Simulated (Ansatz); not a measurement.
# GaH7NPSi: the cost of one run

Program: Ansatz 0.2.0. Level of theory: RKS revPBE/def2-SVP. These are calculated values, not measurements.

### 1 The structure to begin with

Bond lengths: Si1–P2 2.243 Å, P2–N3 1.725 Å, N3–Ga4 1.830 Å, Si1–H5 1.478 Å, Si1–H6 1.469 Å, Si1–H7 1.462 Å, P2–H8 1.411 Å, N3–H9 1.015 Å, Ga4–H10 1.549 Å, Ga4–H11 1.551 Å. Angles (14 of 15 angles, heavy atoms first): Si1–P2–N3 98.2°, P2–N3–Ga4 127.2°, Si1–P2–H8 92.9°, N3–P2–H8 97.7°, P2–Si1–H5 113.1°, P2–Si1–H6 107.5°, P2–Si1–H7 107.3°, P2–N3–H9 111.2°, Ga4–N3–H9 120.7°, N3–Ga4–H10 119.4°, N3–Ga4–H11 115.9°, H5–Si1–H6 107.6°, H5–Si1–H7 110.2°, H6–Si1–H7 111.0°.

Structure file:

```xyz
11

Si   -1.0356    1.4891    0.2012
P     1.1612    1.0612    0.3449
N     1.0622   -0.6349    0.6440
Ga    0.3125   -1.9071   -0.4364
H    -1.7259    0.6514   -0.8013
H    -1.6304    1.1942    1.5121
H    -1.1830    2.9044   -0.1355
H     1.3122    0.9980   -1.0562
H     1.6359   -0.9011    1.4374
H    -0.2173   -1.5015   -1.8342
H     0.3083   -3.3537    0.1240
```

### 2 End point A

Input file input.yaml:

```yaml
crystal:
  periodic: [false, false, false]
  atoms:
    - { symbol: Si, position_ang: [-1.03564, 1.4891, 0.20117] }
    - { symbol: P, position_ang: [1.16121, 1.06117, 0.34486] }
    - { symbol: "N", position_ang: [1.06217, -0.63493, 0.64403] }
    - { symbol: Ga, position_ang: [0.31251, -1.90708, -0.43637] }
    - { symbol: H, position_ang: [-1.72594, 0.65144, -0.80126] }
    - { symbol: H, position_ang: [-1.63043, 1.19423, 1.51213] }
    - { symbol: H, position_ang: [-1.18304, 2.90442, -0.13548] }
    - { symbol: H, position_ang: [1.31223, 0.99795, -1.05624] }
    - { symbol: H, position_ang: [1.63591, -0.90109, 1.43736] }
    - { symbol: H, position_ang: [-0.21728, -1.50148, -1.83422] }
    - { symbol: H, position_ang: [0.30831, -3.35374, 0.12402] }
basis:
  gaussian: { orbitals: def2-SVP }
hamiltonian:
  xc: revpbe
relax:
  f_tol: 0.015
  max_steps: 40
```

Started as:

```bash
$ ansatz run input.yaml --threads 2 --pin off --max-ram 3072MiB --backend cpu --events-out ev --progress --plain --runs-dir out
```

What time and memory should one allow on 2 threads of Arm Neoverse V1, shared host?

About 40 s, with a peak of 0.17 GiB.
